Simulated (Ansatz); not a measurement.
Geometry optimisation, DFT PBE-D3(BJ), scalar-relativistic, plane waves, PAW in Ansatz.

input.yaml

```yaml
crystal:
  lattice:
    - [5.048742, 0.0, 0.0]
    - [2.524371, 4.372339, 0.0]
    - [0.0, 0.0, 15.676426]
  atoms:
    - { symbol: H, position: [0.1666667, 0.1666667, 0.0637901] }
    - { symbol: H, position: [0.6666667, 0.1666667, 0.0637901] }
    - { symbol: H, position: [0.1666667, 0.6666667, 0.0637901] }
    - { symbol: H, position: [0.6666667, 0.6666667, 0.0637901] }
    - { symbol: C, position: [0.1666667, 0.1666667, 0.1339591] }
    - { symbol: C, position: [0.6666667, 0.1666667, 0.1339591] }
    - { symbol: C, position: [0.1666667, 0.6666667, 0.1339591] }
    - { symbol: C, position: [0.6666667, 0.6666667, 0.1339591] }
    - { symbol: C, position: [-0.1666667, 0.3333333, 0.1668292] }
    - { symbol: C, position: [0.3333333, 0.3333333, 0.1668292] }
    - { symbol: C, position: [-0.1666667, 0.8333333, 0.1668292] }
    - { symbol: C, position: [0.3333333, 0.8333333, 0.1668292] }
    - { symbol: C, position: [-0.1666667, 0.3333333, 0.2654394] }
    - { symbol: C, position: [0.3333333, 0.3333333, 0.2654394] }
    - { symbol: C, position: [-0.1666667, 0.8333333, 0.2654394] }
    - { symbol: C, position: [0.3333333, 0.8333333, 0.2654394] }
    - { symbol: C, position: [0.0, 0.0, 0.2983094] }
    - { symbol: C, position: [0.5, 0.0, 0.2983094] }
    - { symbol: C, position: [0.0, 0.5, 0.2983094] }
    - { symbol: C, position: [0.5, 0.5, 0.2983094] }
    - { symbol: Ga, position: [0.5468858, 0.7148692, 0.4010114], spin: 1.0 }
magnetization:
  spin_polarized: true
basis:
  ecutwfc: 420.0
kpoints:
  mp_grid: { grid: [3, 3, 1] }
hamiltonian:
  xc: pbe
  dispersion: d3bj
  pseudopotentials: { kind: paw, azcp: { folder: soft_1 } }
scf:
  occupations: { method: gaussian, width: 0.05 }
  lower_state_search: "off"
relax:
  f_tol: 0.03
  max_steps: 60
  adjacent_minimum: "off"
  constraints: [{ sites: [0, 1, 2, 3, 4, 5, 6, 7, 8, 9, 10, 11] }]
```

Command:

```bash
$ ansatz run input.yaml --threads 2 --pin off --max-ram 5120MiB --backend cpu --events-out ev --progress --plain --runs-dir out
```

Problem. Where does it end, and by what steps?

Solution. The run converged. Limits of this set-up: coarse k mesh, thin slab, slab without dipole correction. After 5 steps the energy has fallen by 1.006 eV; Ga21 moved furthest, 0.53 Å.

```
step  energy less start (eV)  largest force component (eV/Å)  accepted
   0                  0.0000                           3.403       yes
   1                 -0.6607                           1.470       yes
   2                 -0.9250                           0.511       yes
   3                 -0.9874                           0.614       yes
   4                 -1.0046                           0.113       yes
   5                 -1.0057                           0.004       yes
```

```xyz
21
Lattice="5.0487 0.0000 0.0000 2.5244 4.3723 0.0000 0.0000 0.0000 15.6764" Properties=species:S:1:pos:R:3
H 1.262 0.729 1.000
H 3.787 0.729 1.000
H 2.524 2.915 1.000
H 5.049 2.915 1.000
C 1.262 0.729 2.100
C 3.787 0.729 2.100
C 2.524 2.915 2.100
C 5.049 2.915 2.100
C 0.000 1.457 2.615
C 2.524 1.457 2.615
C 1.262 3.644 2.615
C 3.787 3.644 2.615
C 0.000 1.456 4.186
C 2.525 1.457 4.268
C 1.263 3.644 4.186
C 3.785 3.644 4.186
C 0.000 0.000 4.538
C 2.524 -0.001 4.660
C 1.262 2.186 4.660
C 3.787 2.186 4.660
Ga 5.049 2.915 6.216
```

Whether the end is a true minimum wasn't checked by a vibrational analysis.

The run took 31 s on 2 threads of Intel(R) Xeon(R) 6975P-C (Granite Rapids) (shared host), peak memory 0.73 GiB.
